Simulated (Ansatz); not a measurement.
# TiAl18: the cost of one run

All numbers below are computed with Ansatz 0.2.0 (DFT PBEsol, plane waves, PAW, scalar-relativistic, no spin polarisation).

### Step 1. The starting structure

The cell holds 19 atoms (Al18Ti): a = 12.150 Å, b = 5.728 Å, c = 15.864 Å, α = 90.00°, β = 90.00°, γ = 90.00°.

Coordinates:

```cif
data_structure
_symmetry_space_group_name_H-M 'P 1'
_symmetry_Int_Tables_number 1
_cell_length_a 12.1500
_cell_length_b 5.7276
_cell_length_c 15.8638
_cell_angle_alpha 90.000
_cell_angle_beta 90.000
_cell_angle_gamma 90.000
_cell_volume 1103.96
loop_
_atom_site_label
_atom_site_type_symbol
_atom_site_fract_x
_atom_site_fract_y
_atom_site_fract_z
_atom_site_occupancy
Al1 Al 0.00000 0.00000 0.06304 1
Al2 Al 0.33333 0.00000 0.06304 1
Al3 Al 0.66667 0.00000 0.06304 1
Al4 Al 0.00000 0.50000 0.06304 1
Al5 Al 0.33333 0.50000 0.06304 1
Al6 Al 0.66667 0.50000 0.06304 1
Al7 Al 0.16667 0.25000 0.15330 1
Al8 Al 0.50000 0.25000 0.15330 1
Al9 Al 0.83333 0.25000 0.15330 1
Al10 Al 0.16667 0.75000 0.15330 1
Al11 Al 0.50000 0.75000 0.15330 1
Al12 Al 0.83333 0.75000 0.15330 1
Al13 Al 0.00000 0.00000 0.24356 1
Al14 Al 0.33333 0.00000 0.24356 1
Al15 Al 0.66667 0.00000 0.24356 1
Al16 Al 0.00000 0.50000 0.24356 1
Al17 Al 0.33333 0.50000 0.24356 1
Al18 Al 0.66667 0.50000 0.24356 1
Ti1 Ti 0.56267 0.64861 0.39800 1
```

### Step 2. Relaxing the start

The input, input.yaml:

```yaml
accuracy: low
crystal:
  lattice:
    - [12.15, 0.0, 0.0]
    - [0.0, 5.727565, 0.0]
    - [0.0, 0.0, 15.863782]
  atoms:
    - { symbol: Al, position: [0.0, 0.0, 0.0630367] }
    - { symbol: Al, position: [0.3333333, 0.0, 0.0630367] }
    - { symbol: Al, position: [0.6666667, 0.0, 0.0630367] }
    - { symbol: Al, position: [0.0, 0.5, 0.0630367] }
    - { symbol: Al, position: [0.3333333, 0.5, 0.0630367] }
    - { symbol: Al, position: [0.6666667, 0.5, 0.0630367] }
    - { symbol: Al, position: [0.1666667, 0.25, 0.1532983] }
    - { symbol: Al, position: [0.5, 0.25, 0.1532983] }
    - { symbol: Al, position: [0.8333333, 0.25, 0.1532983] }
    - { symbol: Al, position: [0.1666667, 0.75, 0.1532983] }
    - { symbol: Al, position: [0.5, 0.75, 0.1532983] }
    - { symbol: Al, position: [0.8333333, 0.75, 0.1532983] }
    - { symbol: Al, position: [0.0, 0.0, 0.24356] }
    - { symbol: Al, position: [0.3333333, 0.0, 0.24356] }
    - { symbol: Al, position: [0.6666667, 0.0, 0.24356] }
    - { symbol: Al, position: [0.0, 0.5, 0.24356] }
    - { symbol: Al, position: [0.3333333, 0.5, 0.24356] }
    - { symbol: Al, position: [0.6666667, 0.5, 0.24356] }
    - { symbol: Ti, position: [0.5626655, 0.6486122, 0.3979998] }
basis:
  ecutwfc: 420.0
kpoints:
  mp_grid: { grid: [1, 3, 1] }
hamiltonian:
  xc: pbesol
  pseudopotentials: { kind: paw, azcp: { folder: soft_1 } }
scf:
  occupations: { method: fermi_dirac, width: 0.1 }
  lower_state_search: "off"
relax:
  f_tol: 0.08
  max_steps: 25
  adjacent_minimum: "off"
  constraints: [{ sites: [0, 1, 2, 3, 4, 5] }]
```

Command:

```sh
> ansatz run input.yaml --threads 1 --pin off --max-ram 3072MiB --backend cpu --events-out ev --progress --plain --runs-dir out
```

Q: Estimate wall time and peak memory on 1 thread of Arm Neoverse V1, shared host.

About 2.7 min, with a peak of 0.83 GiB.
